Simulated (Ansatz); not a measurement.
# SrAg3 (AuCu3 type): other levels of theory at one geometry

Task: rerun one cell of SrAg3 (AuCu3 type) with changes to the functional and spin–orbit coupling, and weigh what each level gives against its time. The cell was built by placing the elements on the sites of a structure type; the runs don't test whether it is the stable form.

Program: Ansatz 0.2.0. Level of theory: DFT at several levels, plane waves, PAW. These are calculated values, not measurements.

## (1) The system as given

The structure is cubic, space group Pm-3m (No. 221). Conventional cell: a = 4.571 Å, b = 4.571 Å, c = 4.571 Å, α = 90.00°, β = 90.00°, γ = 90.00°. Sr (site symmetry m-3m) is surrounded by 12 Ag at 3.23 Å. Around Ag (site symmetry 4/mmm) lie 4 Sr at 3.23 Å and 8 Ag at 3.23 Å.

Structure file:

```xyz
4
Lattice="4.5709 0.0000 0.0000 0.0000 4.5709 0.0000 0.0000 0.0000 4.5709" Properties=species:S:1:pos:R:3 pbc="T T T"
Sr    0.0000    0.0000    0.0000
Ag    0.0000    2.2854    2.2854
Ag    2.2854    2.2854    0.0000
Ag    2.2854    0.0000    2.2854
```

This cell comes from an earlier session at PBE: 23.875 Å³/atom at 0.02 GPa, on a 8×8×8 mesh, no gap.

Levels to run: PBE+SOC; r²SCAN; PBEsol; LDA; HSE06. Hardware: 2 threads of Arm Neoverse V2, shared host.

## (2) PBE+SOC

input.yaml reads:

```yaml
crystal:
  lattice:
    - [4.5708679551, 0.0, 0.0]
    - [0.0, 4.5708679551, 0.0]
    - [0.0, 0.0, 4.5708679551]
  atoms:
    - { symbol: Sr, position: [0.0, 0.0, 0.0] }
    - { symbol: Ag, position: [0.0, 0.5, 0.5] }
    - { symbol: Ag, position: [0.5, 0.5, 0.0] }
    - { symbol: Ag, position: [0.5, 0.0, 0.5] }
basis:
  ecutwfc: 420
  ecutrho_ratio: 4
kpoints:
  mp_grid: { grid: [8, 8, 8] }
hamiltonian:
  xc: pbe
scf:
  occupations: { method: gaussian, width: 0.05 }
output:
  forces: true
  stress: true
  eigenvalues: true
  populations: true
  dos: { projected: true, de: 0.02 }
  write_density: true
  write_potential: true
  elf: true
  volumetric_format: npy
magnetization:
  noncollinear: true
  spin_orbit: true
```

The run is started by

```bash
ansatz run input.yaml --threads 2 --pin off --max-ram 2662MiB --backend cpu --events-out ev --progress --plain --runs-dir out
```

After this run come: r²SCAN; PBEsol; LDA; HSE06.

**Question.** What will these runs give? Wanted: for each run, pressure.

The runs gave:

| level | mesh | gap on the mesh (eV) | pressure (GPa) | time |
| --- | --- | --- | --- | --- |
| PBE | 8×8×8 | metal | 0.0 | 24 s* |
| LDA | 8×8×8 | metal | -6.1 | 4.1 s |
| PBEsol | 8×8×8 | metal | -3.6 | 4.4 s |
| PBE+SOC | 8×8×8 | metal | -0.1 | 37 s* |
| r²SCAN | 8×8×8 | metal | -1.4 | 12 s |
| HSE06 | 6×6×6 | metal | 0.5 | 73 s |

Times are on 2 threads of Arm Neoverse V2, shared host. * Includes bands or densities of states.

The pressure runs from -6.1 GPa (LDA) to 0.5 GPa (HSE06); a negative pressure means that level wants a smaller cell, a positive one a larger cell. Every level gives a metal. Total energies of different levels have different zeros and can't be compared. Hybrids use a coarser mesh.
